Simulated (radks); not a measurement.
**Pb⁴⁺ in [Xe] 4f14 5d10: an all-electron calculation**

Wanted: eigenvalues, radial structure and energy terms of the lead ion Pb4+.

Method: scalar-relativistic Kohn-Sham, HCTH/407, spin-polarised, spherical densities, point nucleus. Code: radks (a radial shooting solver on a logarithmic mesh, Libxc functionals) version 1.

### Step 1. Starting point

| Item | Value |
| --- | --- |
| element | lead (Z = 82) |
| charge | +4 |
| electrons | 78 |
| configuration | [Xe] 4f14 5d10 |

Outer shells as boxes (Hund's rule):

Pb⁴⁺
```
[Xe] core
4f [↑↓][↑↓][↑↓][↑↓][↑↓][↑↓][↑↓]
5d [↑↓][↑↓][↑↓][↑↓][↑↓]
```

### Step 2. The calculation

The run's settings:

```text
Z 82
configuration [Xe] 4f14 5d10 6s0 6p0
relativity scalar-relativistic
functional hcth_407
spin polarised
nucleus point
c 137.035999084
```

**Question.** What will this run give?

The runs gave:

```
                        quantity                     value
                    total energy       -20890.1222 hartree
exchange-correlation share of it                    1.90 %
                            −T/E                    1.1305
          highest occupied level            5d, -62.405 eV
    most extended occupied level  5d down, <r> = 1.25 bohr
 radius at density 0.001 e/bohr³                 2.99 bohr
    maxima of the radial density                         4
         ionisation energy, NIST       68.8 (semi-emp.) eV
```

The radial density shows 4 maxima for 5 occupied principal shells; where shells overlap, one shows as a shoulder or not at all. −T/E is 1.130: with relativity the kinetic term as defined here no longer equals −E. Minus the highest eigenvalue, 62.405 eV, is 91 % of the tabulated ionisation energy (68.8 eV). 
